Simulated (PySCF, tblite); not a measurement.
**C₂H₁₀F₂Si₃: geometry, infrared bands and NMR shifts**

Aim: predict the infrared bands and NMR shifts of C₂H₁₀F₂Si₃ (`C[Si@H]([SiH2][SiH3])C(F)F`).

Computed with tblite 0.8.0 and PySCF 2.14.0, with density-fitted response routines of our own, on a single molecule in the gas phase. Atoms are numbered from 0 throughout.

### 1 The starting structure

17 atoms, charge 0, multiplicity 1; geometry from: force field or distance geometry start.

Bonds of the start (Å): C0–Si1 1.85, Si1–Si2 2.32, Si2–Si3 2.30, Si1–C4 1.81, C4–F5 1.36, C4–F6 1.37, C0–H7 1.10, C0–H8 1.09, C0–H9 1.10, Si1–H10 1.50, Si2–H11 1.49, Si2–H12 1.49, Si3–H13 1.50, Si3–H14 1.48, Si3–H15 1.48, C4–H16 1.09.

### 2 Geometry optimisation with GFN2-xTB

Job settings and geometry (Å):

```
{"job": {"kind": "relax", "xc": "GFN2-xTB", "basis": "xTB"}, "charge": 0, "multiplicity": 1}
C     -0.728600     1.968800     0.635300
Si    -1.107100     0.158800     0.560000
Si     0.822900    -1.016500     1.085700
Si     2.259200    -0.809500    -0.695500
C     -1.670800    -0.379700    -1.078500
F     -1.673700    -1.734200    -1.177300
F     -0.803700     0.070200    -2.038700
H     -1.631100     2.560200     0.424200
H      0.030000     2.251300    -0.095300
H     -0.383400     2.268500     1.631000
H     -2.134500    -0.143200     1.608800
H      0.494000    -2.443800     1.372800
H      1.407700    -0.430300     2.328600
H      3.582300    -1.416900    -0.349100
H      1.728400    -1.498300    -1.889400
H      2.469400     0.621900    -0.991700
H     -2.667900    -0.015200    -1.340800
```

Command:

```console
$ OMP_NUM_THREADS=1 python probes_run.py task.json out
```

This one command runs all jobs of the session in turn.

**Question.** This job is followed by: GFN2-xTB harmonic vibrations, gas phase; GIAO PBE0/pcSseg-1 NMR shielding, non-relativistic, gas phase. What will the session give for the following? strongest single infrared mode (GFN2-xTB); zero-point energy (GFN2-xTB); ¹³C shifts against TMS (PBE0/pcSseg-1); ¹H shifts against TMS (PBE0/pcSseg-1, means over atoms taken as alike); ²⁹Si shifts against TMS (PBE0/pcSseg-1); ¹⁹F shifts against CFCl3 (PBE0/pcSseg-1).

The runs gave:

```
                                                              quantity                                   value
                             strongest single infrared mode (GFN2-xTB)                    775 cm⁻¹, 524 km/mol
                                          zero-point energy (GFN2-xTB)                           66.5 kcal/mol
                                ¹³C shifts against TMS (PBE0/pcSseg-1)                         130.6, -7.1 ppm
¹H shifts against TMS (PBE0/pcSseg-1, means over atoms taken as alike)  6.58, 4.48, 3.63, 3.49, 3.27, 0.31 ppm
                               ²⁹Si shifts against TMS (PBE0/pcSseg-1)               -37.9, -113.1, -132.6 ppm
                              ¹⁹F shifts against CFCl3 (PBE0/pcSseg-1)                      -144.0, -151.4 ppm
```

The optimisation took 76 steps and gained 0.411 eV; among the close pairs (by a distance rule), Si1–C4 changed most, from 1.815 to 1.947 Å. All 45 modes are real, so the xTB geometry is a minimum. The strongest single mode, at 775 cm⁻¹, is spread over several atoms, H14, H15, H13 among them. GFN2-xTB is a fitted tight-binding method: band positions and strengths are rough. Its intensities can rank the bands wrongly. H16 (hydrogen on an sp3 CH bonded to 2 F and Si) lies farthest downfield among hydrogen, at 6.58 ppm; its carbon carries F, which withdraws density.
